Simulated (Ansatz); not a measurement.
Consider the interaction energy of a dimer with the counterpoise correction of BFH4Si, SMILES FB[SiH3] (the Ansatz DFT code, driven from Python).

The script, `dimer.py`:
```python
'''Binding of a BFH4Si dimer at a trial geometry.'''

import ansatz as az

FIRST = [
    ('F', (-1.0283, -1.5282, 1.2716)),
    ('B', (-0.221, -1.1004, 0.1643)),
    ('Si', (0.1269, 0.7791, -0.1705)),
    ('H', (0.3301, -1.9126, -0.5376)),
    ('H', (1.054, 0.8976, -1.3361)),
    ('H', (0.8102, 1.3716, 1.0271)),
    ('H', (-1.0716, 1.4927, -0.419)),
]
SECOND = [
    ('F', (0.6716, -1.134, 2.9971)),
    ('B', (0.1298, -2.3315, 3.5743)),
    ('Si', (0.8323, -3.0688, 5.2261)),
    ('H', (-0.8364, -2.8616, 3.0828)),
    ('H', (0.0168, -4.2613, 5.607)),
    ('H', (0.6952, -2.0464, 6.3161)),
    ('H', (2.1972, -3.4258, 5.0962)),
]

def energy(atoms, ghosts=()):
    molecule = az.Crystal.molecule()
    for symbol, xyz in atoms:
        molecule = molecule.atom(symbol, xyz)
    calc = (
        molecule.calculation()
        .basis(gaussian='def2-SVPD')
        .correlation('MP2')
    )
    deck = calc.input()
    if ghosts:
        deck = deck.set(az.key.basis.gaussian.ghost_atoms, [{'symbol': s, 'position_ang': list(xyz)} for s, xyz in ghosts])
    return az.Session.from_dict(deck).plan().execute().report['free_energy_ev']

# ghost atoms carry the functions of the partner
both = energy(FIRST + SECOND)
alone = energy(FIRST) + energy(SECOND)
ghosted = energy(FIRST, SECOND) + energy(SECOND, FIRST)
print(f'dimer {both:.6f} eV')
print(f'interaction, uncorrected   {(both - alone):8.3f} eV')
print(f'interaction, counterpoise  {(both - ghosted):8.3f} eV')
print(f'basis-set superposition    {(alone - ghosted):8.3f} eV')
```

How large is the interaction at this pose, and how much of it is basis-set superposition?

Uncorrected it is 0.064 eV, with the counterpoise correction 0.180 eV; the difference, 0.12 eV, is the superposition error. In this basis both values are repulsive.

The output:

```console
$ python dimer.py
dimer -22617.982591 eV
interaction, uncorrected      0.064 eV
interaction, counterpoise     0.180 eV
basis-set superposition       0.116 eV
```

Caveats:
- The settings weren't tested for convergence.
- The dimer is a generated trial pose of unrelaxed monomers, not a minimum, so the figure is no binding energy, and the basis set is small.
- Hardware and time: 19 s on 1 thread of Intel(R) Xeon(R) Processor @ 2.30GHz, with other jobs on the host, peak memory 0.63 GiB.
